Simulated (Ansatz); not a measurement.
# PBE/def2-SVPD run of GaHClOF (SMILES [OH][Ga]([F])[Cl])

Aim: the energy change on altering one bond length of GaHClOF at PBE/def2-SVPD, from 2 runs. 

The calculation is run with Ansatz 0.2.0.

93 further runs of the same task are left out: 93 set aside as unsound or not needed. Runs told in other sessions of the task aren't counted.

## Step 1: The molecule

GaHClOF has 5 atoms, charge 0, and is taken as a singlet. SMILES: `[OH][Ga]([F])[Cl]`. The shape is that of a PBE0-D4/def2-TZVP optimisation. This is one conformer, not always the lowest.

Bond lengths: O1–Ga2 1.761 Å, Ga2–F3 1.733 Å, Ga2–Cl4 2.115 Å, O1–H5 0.961 Å. Angles: O1–Ga2–F3 117.4°, O1–Ga2–Cl4 124.1°, F3–Ga2–Cl4 118.5°, Ga2–O1–H5 113.2°.

## Step 2: A single-point energy at PBE/def2-SVPD

job.yaml

```yaml
basis:
  gaussian:
    orbitals: def2-SVPD
crystal:
  periodic: [false, false, false]
  atoms:
    - {symbol: O, position_ang: [-0.411400, -1.212900, 0.567400]}
    - {symbol: Ga, position_ang: [0.024700, 0.194000, -0.397200]}
    - {symbol: F, position_ang: [-0.341800, 0.143700, -2.089800]}
    - {symbol: Cl, position_ang: [0.960300, 1.923100, 0.382300]}
    - {symbol: H, position_ang: [-0.182000, -1.121400, 1.495800]}
total_charge: 0
hamiltonian:
  xc: pbe
accuracy: high
output: {orbitals: {seedname: orbitals}}
```

Run with:

```bash
$ ansatz run job.yaml --threads 1 --pin off --max-ram 3480MiB --events-out events.jsonl --progress --plain --runs-dir runs
```

What it wrote:

```text
Warning: RAYON_NUM_THREADS=1 ignored (pool sized by the plan → 1); use --threads N
Functional definition: PBE
  name "PBE"
  parameter kappa = 0.804
  parameter beta = 0.06672455060314922
  exchange = pbe_x(kappa = kappa, mu = beta*pi^2/3)
  correlation = pbe_c(beta = beta)
2245 factors; integrals over basis functions are off by at most 4.4e-9 eV
mean field evaluation 1: about -69642.2094 eV, gradient 8.0e1 eV
mean field evaluation 2: about -69547.3021 eV, gradient 2.1e2 eV
mean field evaluation 4: about -69651.6467 eV, gradient 2.5e1 eV
mean field evaluation 8: about -69652.7887 eV, gradient 2.1e-1 eV
mean field evaluation 16: about -69652.7885 eV, gradient 2.8e-5 eV
mean field -69652.78850250 eV, -2559.6927651112 hartree, gradient 1.7e-8 eV, S^2 0.000000; 0 other end points of the search recorded, 0 dependent functions left out
reference -69652.78850627 eV, -2559.6927652497 hartree; 33, 33 occupied and 86, 86 virtual orbitals, 2245 factors
Total energy: -69652.78850627 eV, -2559.6927652497 hartree
```

Run time: 9.9 s. Hardware: 1 thread of Arm Neoverse V2, shared host; peak memory 0.33 GiB.

## Step 3: The distorted shape, same level

job.yaml

```yaml
crystal:
  periodic: [false, false, false]
  atoms:
    - {symbol: O, position_ang: [-0.445812, -1.226626, 0.428133]}
    - {symbol: Ga, position_ang: [-0.009712, 0.180274, -0.536467]}
    - {symbol: F, position_ang: [-0.376212, 0.129974, -2.229067]}
    - {symbol: Cl, position_ang: [0.925888, 1.909374, 0.243033]}
    - {symbol: H, position_ang: [-0.182000, -1.121400, 1.495800]}
basis:
  gaussian: {orbitals: def2-SVPD}
hamiltonian: {xc: {name: PBE}}
accuracy: high
output: {orbitals: {seedname: orbitals}}
```

Run with:

```bash
$ ansatz run job.yaml --threads 1 --pin off --max-ram 3480MiB --events-out events.jsonl --progress --plain --runs-dir runs
```

What it wrote, cut to the lines that bear on the results:

```text
Warning: RAYON_NUM_THREADS=1 ignored (pool sized by the plan → 1); use --threads N
[... 6 set-up lines as earlier in the session ...]
2254 factors; integrals over basis functions are off by at most 3.9e-9 eV
mean field evaluation 1: about -69642.0596 eV, gradient 7.9e1 eV
mean field evaluation 2: about -69543.5188 eV, gradient 2.1e2 eV
mean field evaluation 4: about -69651.4255 eV, gradient 2.4e1 eV
mean field evaluation 8: about -69652.4791 eV, gradient 2.4e-1 eV
mean field evaluation 16: about -69652.4799 eV, gradient 4.0e-5 eV
mean field -69652.47989138 eV, -2559.6814238615 hartree, gradient 1.4e-8 eV, S^2 0.000000; 0 other end points of the search recorded, 0 dependent functions left out
reference -69652.47989515 eV, -2559.6814240003 hartree; 33, 33 occupied and 86, 86 virtual orbitals, 2254 factors
Total energy: -69652.47989515 eV, -2559.6814240003 hartree
```

It took 9.9 s on 1 thread of Arm Neoverse V2, shared host; peak memory 0.33 GiB.

## Step 4: Outcome

Level: PBE/def2-SVPD.

```
                                                         quantity           value
                                        first shape: total energy  -2559.69277 Eh
                                         first shape: HOMO energy        -8.24 eV
                                         first shape: LUMO energy        -2.88 eV
                                       first shape: HOMO–LUMO gap         5.36 eV
                                    distorted shape: total energy  -2559.68142 Eh
                                     distorted shape: HOMO energy        -8.13 eV
                                     distorted shape: LUMO energy        -2.93 eV
                                   distorted shape: HOMO–LUMO gap         5.20 eV
energy change with the O1–H5 bond stretched from 0.961 to 1.105 Å        0.309 eV
```

**Reading.** With the O1–H5 bond stretched from 0.961 to 1.105 Å the energy rises by 0.31 eV (29.8 kJ/mol). The first shape isn't relaxed at this level, so the change isn't measured from a minimum.
